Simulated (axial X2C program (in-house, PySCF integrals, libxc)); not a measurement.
# RhF: the levels of the configuration d7 s1

Aim: the spin–orbit levels of RhF that arise from the configuration d7 s1 of Rh, and how they move with the bond.

The runs use an in-house X2C program for linear molecules on PySCF integrals; two-component X2C, average-of-configuration Hartree–Fock and CI in the open shells.

All values are calculated.

## (1) Set-up

File task.json:

```json
{
 "zs": [
  45,
  9
 ],
 "q": 0,
 "bas": [
  "dyall-v3z",
  "dyall-av3z"
 ],
 "r0": 1.89,
 "metal": 0,
 "shells": [
  [
   2,
   [
    0,
    1,
    2
   ],
   7
  ],
  [
   0,
   [
    0
   ],
   1
  ]
 ],
 "fix": 0,
 "emax": 3.2,
 "nroots": 4
}
```

Keys: zs atomic numbers; q charge; bas basis sets; r0 starting distance in Å; metal index of the metal atom; shells open shells as [l, |m| values, electrons]; fix electron count of the first shell held; emax energy window in eV; nroots roots for each Ω.

Started as:

```console
> python soci.py task.json out
```

Two-component X2C with atomic mean-field Coulomb and Gaunt terms, basis Rh dyall-v3z, F dyall-av3z (cores contracted in-house). Orbitals come from Hartree–Fock averaged over the configuration Rh d7 s1; CI then distributes these electrons over the d, s shells of Rh.

## (2) CI at R = 1.977 Å

Output:

```text
average of configuration d7 s1
basis functions 181  fitting functions 945
iter      average energy  largest gradient
   1      -4877.139971992   5.26e+00
   2      -4878.647345220   4.47e-01
   3      -4878.729620122   6.53e-02
   4      -4878.731677048   2.29e-02
   5      -4878.731973204   2.95e-03
   6      -4878.731982449   1.33e-03
   7      -4878.731984047   2.23e-04
   8      -4878.731984144   6.78e-05
   9      -4878.731984156   2.14e-05
  10      -4878.731984158   1.03e-05
converged
CI levels
2*Omega        energy/Eh    cm-1   g(par)  dipole/D  leading shell counts
   10     -4878.84496157        0  13.995   -2.719  {'7 1': 1.0}
    8     -4878.84145605      769  10.045   -2.724  {'7 1': 1.0}
    6     -4878.83793208     1543   6.156   -2.740  {'7 1': 0.998}
    0     -4878.83597519     1972   0.000   -2.732  {'7 1': 1.0}
    2     -4878.83561788     2051   3.585   -2.737  {'7 1': 0.999}
    4     -4878.83496332     2194   4.623   -2.772  {'7 1': 0.993}
    4     -4878.83338447     2541   4.871   -2.721  {'7 1': 0.999}
    2     -4878.83035080     3207   1.641   -2.773  {'7 1': 0.99}
    6     -4878.82929691     3438   9.636   -2.834  {'7 1': 0.987}
    4     -4878.82545773     4281   6.273   -2.760  {'7 1': 0.997}
    0     -4878.82509623     4360   0.000   -2.832  {'7 1': 0.989}
    2     -4878.82495564     4391   2.874   -2.792  {'7 1': 0.994}
    8     -4878.82160426     5126  11.474   -3.421  {'7 1': 0.89, '8 0': 0.109}
    0     -4878.82049035     5371   0.000   -2.749  {'7 1': 0.999}
    2     -4878.82026352     5421   4.964   -2.759  {'7 1': 0.997}
    6     -4878.81630669     6289   8.058   -2.977  {'7 1': 0.979}
    8     -4878.81501982     6571  10.446   -4.425  {'7 1': 0.669, '8 0': 0.329}
    4     -4878.81308532     6996   4.233   -2.921  {'7 1': 0.989}
    0     -4878.81215398     7200   0.000   -5.050  {'7 1': 0.513, '8 0': 0.485}
    6     -4878.81110873     7430   6.625   -5.180  {'8 0': 0.513, '7 1': 0.484}
    0     -4878.80963294     7754   0.000   -3.091  {'7 1': 0.955, '8 0': 0.045}
    0     -4878.80879934     7937   0.000   -3.434  {'7 1': 0.879, '8 0': 0.12}
    0     -4878.79983632     9904   0.000   -5.655  {'8 0': 0.64, '7 1': 0.357}
    0     -4878.79684655    10560   0.000   -5.745  {'8 0': 0.67, '7 1': 0.327}
    8     -4878.78335597    13521   9.999   -4.305  {'7 1': 0.599, '8 0': 0.399}
   10     -4878.74326129    22321  11.965   -2.876  {'7 1': 0.999}
```

Dipoles in the output refer to the first atom as origin.

Wall time 0.99 s (1 thread of Arm Neoverse V1, shared host); peak memory 0.29 GiB.

Active spinors (ω > 0; filled shells left out):

```csv
shell,ω,ε (eV),character
d,3/2,-11.35,100% Rh d
d,5/2,-11.00,100% Rh d
d,1/2,-10.64,"95% Rh d, 3% F p"
d,3/2,-10.41,95% Rh d
d,1/2,-9.67,"87% Rh d, 6% F p, 5% Rh s"
s,1/2,-3.55,"65% Rh s, 25% Rh p, 6% F p"
```

The levels:

```csv
Ω,energy (cm⁻¹),g∥,μ (D),configuration
5,0,13.99,-2.72,100% d7 s1
4,769,10.05,-2.72,100% d7 s1
3,1543,6.16,-2.74,100% d7 s1
0,1972,0.00,-2.73,100% d7 s1
1,2051,3.58,-2.74,100% d7 s1
2,2194,4.62,-2.77,99% d7 s1
2,2541,4.87,-2.72,100% d7 s1
1,3207,1.64,-2.77,99% d7 s1
3,3438,9.64,-2.83,99% d7 s1
2,4281,6.27,-2.76,100% d7 s1
0,4360,0.00,-2.83,99% d7 s1
1,4391,2.87,-2.79,99% d7 s1
4,5126,11.47,-3.42,89% d7 s1 + 11% d8
0,5371,0.00,-2.75,100% d7 s1
1,5421,4.96,-2.76,100% d7 s1
3,6289,8.06,-2.98,98% d7 s1
4,6571,10.45,-4.42,67% d7 s1 + 33% d8
2,6996,4.23,-2.92,99% d7 s1
0,7200,0.00,-5.05,51% d7 s1 + 48% d8
3,7430,6.63,-5.18,51% d8 + 48% d7 s1
```

g∥ is the magnitude of 2⟨Lz + ge Sz⟩ for the +Ω component. μ is positive if the F end is positive.

## (3) The same at R = 2.224 Å

```csv
Ω,energy (cm⁻¹),g∥,μ (D),configuration
5,0,13.99,-4.59,100% d7 s1
4,720,10.10,-4.60,100% d7 s1
3,1436,6.40,-4.62,100% d7 s1
0,1695,0.00,-4.62,100% d7 s1
1,1765,3.34,-4.62,100% d7 s1
2,1902,5.35,-4.65,100% d7 s1
2,2485,3.91,-4.60,100% d7 s1
3,2841,9.32,-4.66,100% d7 s1
1,3152,0.95,-4.64,99% d7 s1
0,3727,0.00,-4.69,99% d7 s1
```

## (4) Curves along the bond

The same input was run at the other distances (logs left out). Energies in cm⁻¹ from the lowest point; levels are followed by energy order within each Ω.

```csv
R (Å),(1)Ω=5,(1)Ω=4,(1)Ω=3,(1)Ω=0,(1)Ω=1,(1)Ω=2,(2)Ω=2
1.839,1330,2114,2895,3236,3303,3483,3770
1.908,176,954,1733,2155,2231,2386,2686
1.977,0,769,1543,1972,2051,2194,2541
2.056,632,1389,2151,2541,2619,2763,3170
2.135,1859,2600,3344,3675,3750,3894,4375
2.224,3682,4402,5118,5377,5447,5584,6167
2.333,6256,6945,7614,7800,7861,7980,8699
```

Constants where the minimum is well bracketed:

```csv
level of the curve,Te (cm⁻¹),Re (Å),ωe (cm⁻¹)
(1)Ω=5,0,1.957,578.6
(1)Ω=4,772,1.958,576.5
(1)Ω=3,1547,1.958,574.0
(1)Ω=0,1980,1.959,555.2
(1)Ω=1,2058,1.959,554.1
(1)Ω=2,2204,1.959,558.3
(2)Ω=2,2535,1.955,567.9
```

## (5) What came out

```
                 quantity                          value
lowest level of the model  Ω = 5, g∥ = 13.99, 100% d7 s1
               next level         Ω = 4, 769 cm⁻¹ higher
  lowest curve, Re and ωe            1.957 Å, 578.6 cm⁻¹
```

In words: In the lowest level ⟨Sz⟩ = 1.99 and ⟨Lz⟩ = 3.01; its leading determinant has weight 0.97 among 9. From 1.977 to 2.224 Å the gap from the lowest to the fifth level goes from 2051 to 1765 cm⁻¹. Without dynamic correlation distances can be off by several hundredths of an Å, and the wavenumbers are rough. There is no dynamic correlation: spin–orbit spacings and, for f shells, spacings inside one term are the most reliable numbers, splittings between terms come out too wide, and energies between configurations are not reliable, so the lowest level need not be the ground state of the molecule. For d shells the ligand-field splittings (σ, π, δ) and their order can be off by a thousand cm⁻¹ or more. At most 4 roots were kept for each Ω > 0 (twice that for Ω = 0) within 3.2 eV of the lowest, so higher up levels can be missing between those listed; levels with Ω > 0 are doubly degenerate and listed once, Ω = 0 levels singly.
